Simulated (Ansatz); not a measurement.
# C5H3F5: basis-set convergence

One table from this session's results is given with a row withheld; the runs are named, their logs left out.

Method: one geometry, several basis sets; program: Ansatz 0.2.0, Gaussian basis.

Plan: PBE0-D4/def2-SVP; ωB97M-V/def2-SVP; PBE0-D4/def2-QZVPP; ωB97M-V/def2-QZVPP; the functionals' def2-TZVPP values are taken from earlier runs.

### The geometry

All runs share one geometry, relaxed beforehand with PBE0-D4 in a triple-zeta def2 set.

SMILES `FC1=C(F)C(F)(F)C(F)C1`, 13 atoms, charge 0, spin multiplicity 1.

Atoms are counted from 1 here; the program's logs count them from 0.

Bond lengths: F1–C2 1.319 Å, C2–C3 1.327 Å, C2–C10 1.486 Å, C3–F4 1.318 Å, C3–C5 1.486 Å, C5–F6 1.365 Å, C5–F7 1.344 Å, C5–C8 1.547 Å, C8–F9 1.370 Å, C8–C10 1.531 Å, C8–H11 1.091 Å, C10–H12 1.092 Å, C10–H13 1.094 Å. Angles: F1–C2–C3 125.6°, F1–C2–C10 120.5°, C3–C2–C10 113.9°, C2–C3–F4 127.7°, C2–C3–C5 110.8°, F4–C3–C5 121.5°, C3–C5–F6 111.2°, C3–C5–F7 113.2°, C3–C5–C8 104.1°, F6–C5–F7 106.4°, F6–C5–C8 109.6°, F7–C5–C8 112.4°, C5–C8–F9 109.4°, C5–C8–C10 105.9°, C5–C8–H11 109.8°, F9–C8–C10 109.6°, F9–C8–H11 108.4°, C10–C8–H11 113.7° and more.

The first run:

in.yaml

```yaml
crystal:
  periodic: [false, false, false]
  atoms:
    - {symbol: F, position_ang: [-2.173367, 0.795250, -1.297631]}
    - {symbol: C, position_ang: [-1.131751, 0.397075, -0.593826]}
    - {symbol: C, position_ang: [-1.101820, 0.246347, 0.723940]}
    - {symbol: F, position_ang: [-2.079225, 0.462322, 1.581684]}
    - {symbol: C, position_ang: [0.214918, -0.282957, 1.165297]}
    - {symbol: F, position_ang: [0.116902, -1.585294, 1.561007]}
    - {symbol: F, position_ang: [0.735300, 0.391170, 2.204744]}
    - {symbol: C, position_ang: [1.100710, -0.191339, -0.099739]}
    - {symbol: F, position_ang: [1.941427, 0.884410, 0.010686]}
    - {symbol: C, position_ang: [0.138152, 0.026533, -1.269849]}
    - {symbol: H, position_ang: [1.707438, -1.093904, -0.191991]}
    - {symbol: H, position_ang: [0.515438, 0.823619, -1.914661]}
    - {symbol: H, position_ang: [0.015876, -0.873221, -1.879650]}
basis:
  gaussian: {orbitals: def2-SVP}
hamiltonian: {xc: pbe0, dispersion: d4}
output: {orbitals: {seedname: orbitals}}
```

Command:

```
ansatz run in.yaml --threads 4 --pin off --events-out ev --progress --plain --max-ram 66560MiB --backend cpu
```

Steps of the session up to this table: PBE0-D4 in def2-SVP; ωB97M-V in def2-SVP; PBE0-D4 in def2-QZVPP; ωB97M-V in def2-QZVPP.

One of the session's tables, all rows but one given; the rest of the session is left out.

It belongs to the step «Density functionals: the series». 

```
functional       basis  HOMO (eV)  LUMO (eV)
   PBE0-D4    def2-SVP      -7.91      -0.24
   PBE0-D4  def2-TZVPP      -8.00      -0.33
   PBE0-D4  def2-QZVPP          ?          ?
   ωB97M-V    def2-SVP     -10.10       2.02
   ωB97M-V  def2-TZVPP     -10.23       1.88
   ωB97M-V  def2-QZVPP     -10.28       1.66
```

Estimate the missing values for PBE0-D4, def2-QZVPP.

The run gave: HOMO (eV): -8.04; LUMO (eV): -0.40. In the column «HOMO (eV)» it lies between ωB97M-V, def2-SVP (-10.10) and PBE0-D4, def2-TZVPP (-8.00).
